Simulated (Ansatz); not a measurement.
AsBGeH4O, SMILES [GeH3][As]1BO1: vertical energies of changing the electron count, run with Ansatz 0.2.0, Python API.

The script reads `asbgeh4o.xyz`:
```text
8

Ge    0.41520    1.06830   -0.65720
As    0.45900   -0.00660    1.45070
B    -0.83080   -1.54990    0.74700
O     0.74000   -1.59060    0.68420
H     1.32730    0.40420   -1.68220
H     0.79520    2.60820   -0.49410
H    -1.05430    1.06020   -1.21610
H    -1.75960   -2.05080    1.11190
```

The script, `ip_asbgeh4o.py`:
```python
"""Vertical ionisation energy and electron affinity of AsBGeH4O."""

import ansatz as az


def total_energy(molecule, charge=0, unpaired=0):
    calc = molecule.calculation().basis(gaussian="def2-SVPD").functional("hf")
    if charge:
        calc = calc.charge(charge)
    if unpaired:
        calc = calc.spin("collinear", total=unpaired)
    return calc.run(threads=1, backend="cpu").report["free_energy_ev"]


def main() -> None:
    asbgeh4o = az.Crystal.molecule_from_extxyz("asbgeh4o.xyz")

    # delta-SCF style differences, no relaxation
    parent = total_energy(asbgeh4o, 0, 0)
    cation = total_energy(asbgeh4o, 1, 1)
    print(f"E(N)   = {parent:.5f} eV")
    print(f"E(N-1) = {cation:.5f} eV  (1 unpaired)")
    print(f"vertical ionisation energy {cation - parent:.3f} eV")
    anion = total_energy(asbgeh4o, -1, 1)
    print(f"E(N+1) = {anion:.5f} eV  (1 unpaired)")
    print(f"vertical electron affinity {parent - anion:.3f} eV" + ("" if anion < parent else " (unbound in this basis)"))
    print(f"fundamental gap IP - EA = {cation + anion - 2 * parent:.3f} eV")


if __name__ == "__main__":
    main()
```

What does it cost to change the electron count at this fixed geometry?

At this unrelaxed geometry removing an electron costs 7.86 eV and adding one releases 0.59 eV.

What the script printed:

Output of `python ip_asbgeh4o.py`:
```text
E(N)   = -120022.63548 eV
E(N-1) = -120014.77588 eV  (1 unpaired)
vertical ionisation energy 7.860 eV
E(N+1) = -120023.22667 eV  (1 unpaired)
vertical electron affinity 0.591 eV
fundamental gap IP - EA = 7.268 eV
```

Reading the output:
- Total energies depend on the basis set; only differences at equal settings carry meaning.
- The geometry is a force-field or estimated start, not a minimum of this method, and the basis set is short of its limit. All parts are taken at fixed geometry, without zero-point energy. At an unrelaxed start these energies can be a whole eV from those at the minimum, and a small affinity can change sign.
- The expectation value of S² is noticeably off S(S+1) in at least one run, so that state is spin-contaminated.
- Hartree-Fock leaves correlation out, so bond, atomisation and ionisation energies come out well too low.
- The whole script took 83 s on 1 thread of Arm Neoverse V1, with other jobs on the host, peak memory 0.76 GiB.

(Lines on the test bed's own set-up are left out of the output.)
